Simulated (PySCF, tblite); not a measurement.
# C₅H₁₂ClFSi: geometry, infrared bands and NMR shifts

Aim: predict the infrared bands and NMR shifts of C₅H₁₂ClFSi (`CC[Si@@H](CCl)[C@@H](C)F`).

Programs: tblite 0.8.0 and PySCF 2.14.0, with density-fitted response routines of our own. Each step states its level of theory. These are calculated values for one molecule in the gas phase, unless marked as measured. Atoms count from 0, in the outputs and in this text.

## (1) Starting geometry

20 atoms, charge 0, multiplicity 1; geometry from: force field or distance geometry start.

Bonds of the start (Å): C0–C1 1.50, C1–Si2 1.86, Si2–C3 1.89, C3–Cl4 1.79, Si2–C5 1.84, C5–C6 1.50, C5–F7 1.39, C0–H8 1.10, C0–H9 1.12, C0–H10 1.12, C1–H11 1.11, C1–H12 1.12, Si2–H13 1.47, C3–H14 1.10, C3–H15 1.09, C5–H16 1.11, C6–H17 1.11, C6–H18 1.12, C6–H19 1.11.

## (2) Optimising the geometry with GFN2-xTB

Job settings and geometry (Å):

```
{"job": {"kind": "relax", "xc": "GFN2-xTB", "basis": "xTB"}, "charge": 0, "multiplicity": 1}
C     -2.373500    -0.800600     0.691200
C     -1.124200    -0.006200     0.935500
Si    -0.061500     0.190400    -0.573900
C     -0.292900     1.983400    -1.141400
Cl     0.530900     2.968400     0.104200
C      1.741000    -0.006700    -0.250500
C      2.138200    -1.388400     0.167200
F      2.418500     0.286200    -1.424200
H     -2.185800    -1.871000     0.511200
H     -3.019200    -0.348400    -0.109800
H     -3.013900    -0.749000     1.612500
H     -0.592600    -0.474100     1.790400
H     -1.446900     1.005600     1.300700
H     -0.556700    -0.684600    -1.640800
H     -1.354900     2.248100    -1.249000
H      0.294800     2.085300    -2.058500
H      2.033600     0.784000     0.477900
H      1.522400    -1.804400     0.998100
H      3.186800    -1.326100     0.558600
H      2.150600    -2.081200    -0.702400
```

Run with:

```
$ OMP_NUM_THREADS=1 python probes_run.py task.json out
```

The driver reads the jobs from task.json and runs them one after another.

**Question.** This job is followed by: GFN2-xTB harmonic vibrations, gas phase; GIAO PBE0/pcSseg-1 NMR shielding, non-relativistic, gas phase. Predict these results of the whole session: strongest single infrared mode (GFN2-xTB); zero-point energy (GFN2-xTB); ¹³C shifts against TMS (PBE0/pcSseg-1); ¹H shifts against TMS (PBE0/pcSseg-1, means over atoms taken as alike); ²⁹Si shifts against TMS (PBE0/pcSseg-1); ³⁵Cl shifts against HCl (PBE0/pcSseg-1); ¹⁹F shifts against CFCl3 (PBE0/pcSseg-1); surface potential, 1st and 99th percentile.

The runs gave:

| quantity | value |
| --- | --- |
| strongest single infrared mode (GFN2-xTB) | 2218 cm⁻¹, 311 km/mol |
| zero-point energy (GFN2-xTB) | 99.3 kcal/mol |
| ¹³C shifts against TMS (PBE0/pcSseg-1) | 85.8, 29.5, 20.4, 9.0, 3.6 ppm |
| ¹H shifts against TMS (PBE0/pcSseg-1, means over atoms taken as alike) | 5.12, 4.23, 3.37, 3.09, 1.44, 1.09, 1.01, 0.57 ppm |
| ²⁹Si shifts against TMS (PBE0/pcSseg-1) | -10.8 ppm |
| ³⁵Cl shifts against HCl (PBE0/pcSseg-1) | -2 ppm |
| ¹⁹F shifts against CFCl3 (PBE0/pcSseg-1) | -246.8 ppm |
| surface potential, 1st and 99th percentile | -1.08 V and 1.03 V |

In words: Relaxing lowered the energy by 0.512 eV in 167 steps; the close pair that moved most is Si2–C5, from 1.842 to 1.925 Å. All 54 modes are real, so the xTB geometry is a minimum. The strongest single mode, at 2218 cm⁻¹, moves mainly H13. GFN2-xTB is a fitted tight-binding method: band positions and strengths are rough. Its intensities can rank the bands wrongly. C5 (sp3 CH bonded to F and Si) lies farthest downfield among carbon, at 85.8 ppm; deshielded by the electronegative neighbour. The most deshielded hydrogen is H16 (hydrogen on an sp3 CH bonded to F and Si), at 5.12 ppm: its carbon carries F, which withdraws density. At PBE0/pcSseg-1: Shielding is most anisotropic at Cl4 (span 245 ppm, paramagnetic term -196 ppm).
